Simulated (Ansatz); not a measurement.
# C₃H₆FGaO: basis-set convergence

One table from this session's results is given with a row withheld; the runs are named, their logs left out.

Computed with Ansatz 0.2.0, Gaussian basis. Level: one geometry, several basis sets.

Levels to be run: PBE0-D4/def2-SVP; ωB97M-V/def2-SVP; PBE0-D4/def2-QZVPP; ωB97M-V/def2-QZVPP; the functionals' def2-TZVPP values are taken from earlier runs.

### The relaxed structure

The geometry comes from an earlier relaxation with PBE0-D4 in a triple-zeta def2 set; it is a stationary point, not always the lowest conformer.

SMILES `C[C]1(F)C[O][GaH]1`, 12 atoms, charge 0, spin multiplicity 1.

Atoms are counted from 1 here; the program's logs count them from 0.

Bond lengths: C1–C2 1.502 Å, C1–H7 1.093 Å, C1–H8 1.096 Å, C1–H9 1.091 Å, C2–F3 1.396 Å, C2–C4 1.542 Å, C2–Ga6 2.022 Å, C4–O5 1.425 Å, C4–H10 1.096 Å, C4–H11 1.097 Å, O5–Ga6 1.823 Å, Ga6–H12 1.553 Å. Angles: C2–C1–H7 110.6°, C2–C1–H8 110.2°, C2–C1–H9 111.3°, H7–C1–H8 108.0°, H7–C1–H9 108.4°, H8–C1–H9 108.2°, C1–C2–F3 108.2°, C1–C2–C4 115.9°, C1–C2–Ga6 122.1°, F3–C2–C4 111.1°, F3–C2–Ga6 114.1°, C4–C2–Ga6 83.5°, C2–C4–O5 106.0°, C2–C4–H10 109.5°, C2–C4–H11 111.7°, O5–C4–H10 111.1°, O5–C4–H11 110.0°, H10–C4–H11 108.5° and more.

Set-up of the first run:

in.yaml reads:

```yaml
crystal:
  periodic: [false, false, false]
  atoms:
    - {symbol: C, position_ang: [-0.862716, -1.017391, 0.743268]}
    - {symbol: C, position_ang: [-0.440391, 0.219590, 0.003963]}
    - {symbol: F, position_ang: [-1.591005, 0.896306, -0.404458]}
    - {symbol: C, position_ang: [0.524756, 0.002120, -1.178787]}
    - {symbol: O, position_ang: [1.701086, 0.743726, -0.867108]}
    - {symbol: Ga, position_ang: [1.031601, 1.428432, 0.683724]}
    - {symbol: H, position_ang: [0.011507, -1.582353, 1.077133]}
    - {symbol: H, position_ang: [-1.456383, -1.665801, 0.088851]}
    - {symbol: H, position_ang: [-1.466761, -0.769161, 1.617491]}
    - {symbol: H, position_ang: [0.059766, 0.367597, -2.101556]}
    - {symbol: H, position_ang: [0.773232, -1.058786, -1.309747]}
    - {symbol: H, position_ang: [1.715307, 2.435733, 1.647227]}
basis:
  gaussian: {orbitals: def2-SVP}
hamiltonian: {xc: pbe0, dispersion: d4}
output: {orbitals: {seedname: orbitals}}
```

On the command line:

```bash
> ansatz run in.yaml --threads 2 --pin off --events-out ev --progress --plain --max-ram 32768MiB --backend cpu
```

Steps of the session up to this table: PBE0-D4 in def2-SVP; ωB97M-V in def2-SVP; PBE0-D4 in def2-QZVPP; ωB97M-V in def2-QZVPP.

One table of the session follows, with a row left open; its other results are not shown here.

It belongs to the step «Functionals by basis». 

| functional | basis | HOMO (eV) |
| --- | --- | --- |
| PBE0-D4 | def2-SVP | -7.17 |
| PBE0-D4 | def2-TZVPP | ? |
| PBE0-D4 | def2-QZVPP | -7.27 |
| ωB97M-V | def2-SVP | -9.35 |
| ωB97M-V | def2-TZVPP | -9.42 |
| ωB97M-V | def2-QZVPP | -9.46 |

Estimate the missing values for PBE0-D4, def2-TZVPP.

The run gave: HOMO (eV): -7.23. In the column «HOMO (eV)» it lies between PBE0-D4, def2-QZVPP (-7.27) and PBE0-D4, def2-SVP (-7.17).
